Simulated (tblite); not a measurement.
# Cd6I14: the cost of one run

Computed with tblite 0.8.0 and PySCF 2.14.0 and routines of our own; the level stands in each step. Atoms count from 0.

## 1. The starting structure

20 atoms, charge -2, multiplicity 1; geometry from: force field, distance geometry or constructed start.

## 2. Optimising the geometry with GFN2-xTB

What the job is given:

```
{"job": {"kind": "relax", "xc": "GFN2-xTB", "basis": "xTB"}, "charge": -2, "multiplicity": 1}
Cd    -0.101100    -2.755800    -0.517600
Cd    -4.349200    -2.751400    -0.522900
Cd    -0.100800     4.587600    -0.515000
Cd    -2.226700     0.922400    -0.522200
Cd     4.133000    -2.755200    -0.512600
Cd     2.010700     0.917500    -0.518600
I     -2.225900    -1.528300    -2.239300
I     -0.102600    -0.303300     1.205500
I     -2.223300    -3.980000     1.203600
I      2.011200    -1.530800    -2.234400
I      2.011900    -3.979100     1.201900
I     -4.348500    -0.308000     1.204000
I     -6.469400    -3.977200     1.209000
I     -0.103800     2.141400    -2.238700
I     -0.108200     7.043000     1.204200
I     -2.227900     3.366600     1.210300
I      2.014400     5.815800    -2.235100
I      2.012900     3.362600     1.203000
I      4.133400    -0.304200     1.206500
I      6.256800    -3.977000     1.206700
```

The run is started by

```console
> OMP_NUM_THREADS=2 python large_run.py task.json out
```

The driver reads the jobs from task.json and runs them one after another.

**Question.** How long does this first job take on 2 threads of Arm Neoverse V2, shared host, and how much memory does it need?

About 6 s, with a peak of 0.16 GiB.
